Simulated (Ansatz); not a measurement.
**HfH₂ (singlet): the correlation ladder at distance Hf1–H2 = 2.303 Å, def2-SVP**

Aim: climb from Hartree-Fock through coupled cluster and multireference methods for HfH₂ (singlet) at one geometry and basis, and see what each rung misses.

The runs use Ansatz 0.2.0, Gaussian basis; def2-SVP, core rule «outside noble gas», up to 4 orbitals frozen.

To be run: UHF; CCSD(T) on RHF; CCSD(T) on UHF; CISD; CCSDT(Q) on RHF; CCSDT(Q) on UHF; CASSCF and MRCISD+Q, 2 electrons in 2 orbitals; CASSCF and NEVPT2, 2 electrons in 2 orbitals; Full CI.

40 further runs of the same task are left out: 22 for a known fault of the program, 15 that didn't finish, 3 set aside as unsound or not needed.

### 1 The geometry

The geometry derives from a PBE0/def2-TZVP stationary point (not a proven minimum). One bond is set to the value named and the two fragments are kept rigid. No spin-orbit coupling is included. Elements past krypton take def2 core potentials.

3 atoms, charge 0, spin multiplicity 1.

Atoms are counted from 1 here; the program's logs count them from 0.

Bond lengths: Hf1–H2 2.303 Å, Hf1–H3 1.912 Å. Angles: H2–Hf1–H3 180.0°.

### 2 UHF

Contents of in.yaml:

```yaml
crystal:
  periodic: [false, false, false]
  atoms:
    - {symbol: Hf, position_ang: [0.000000, 0.000000, 0.130400]}
    - {symbol: H, position_ang: [0.000000, 0.000000, -2.172600]}
    - {symbol: H, position_ang: [0.000000, 0.000000, 2.042200]}
basis:
  gaussian: {orbitals: def2-SVP}
magnetization: {spin_polarized: true, initial_magnetization: 0}
hamiltonian: {xc: hf}
output: {orbitals: {seedname: orbitals}}
```

Run with:

```bash
ansatz run in.yaml --threads 1 --pin off --events-out ev --progress --plain --max-ram 2393MiB
```

After this run come: CCSD(T) on RHF; CCSD(T) on UHF; CISD; CCSDT(Q) on RHF; CCSDT(Q) on UHF; CASSCF and MRCISD+Q, 2 electrons in 2 orbitals; CASSCF and NEVPT2, 2 electrons in 2 orbitals; Full CI.

Q: Predict the results of all the runs planned. Wanted: FCI below the RHF energy; RMP2 from FCI; UMP2 from FCI; RCCSD from FCI; RCCSD(T) from FCI; UCCSD(T) from FCI; RCCSDT(Q) from FCI; UCCSDT(Q) from FCI; NEVPT2 pair from FCI.

As calculated:

```
                         quantity                                                          value
         FCI below the RHF energy                                                     -2.8485 eV
                    RMP2 from FCI                                                     +892.3 meV
                    UMP2 from FCI                                                     +693.0 meV
                   RCCSD from FCI                                                     +118.9 meV
                RCCSD(T) from FCI                                                      +37.8 meV
                UCCSD(T) from FCI                                                      +46.4 meV
               RCCSDT(Q) from FCI                                                       +0.2 meV
               UCCSDT(Q) from FCI                                                      +18.0 meV
             NEVPT2 pair from FCI                                                     +817.9 meV
           MRCISD+Q pair from FCI                                                      -19.1 meV
levels within 1 kcal/mol (43 meV)  RCCSD(T), RCCSDT, UCCSDT, RCCSDT(Q), UCCSDT(Q), MRCISD+Q pair
                    T1 diagnostic                                                          0.013
   effectively unpaired electrons                                                           0.47
```

**Reading.** RCCSD(T) lands +37.8 meV from the yardstick (1.3 % of the correlation energy). MRCISD+Q pair falls below full CI: the +Q correction isn't variational, and the cores differ from full CI's. The occupations show some static correlation. Of the multireference levels listed MRCISD+Q pair comes nearest in total energy (-19.1 meV), which doesn't show that its space is the better one. These misses are within one basis, not against nature.
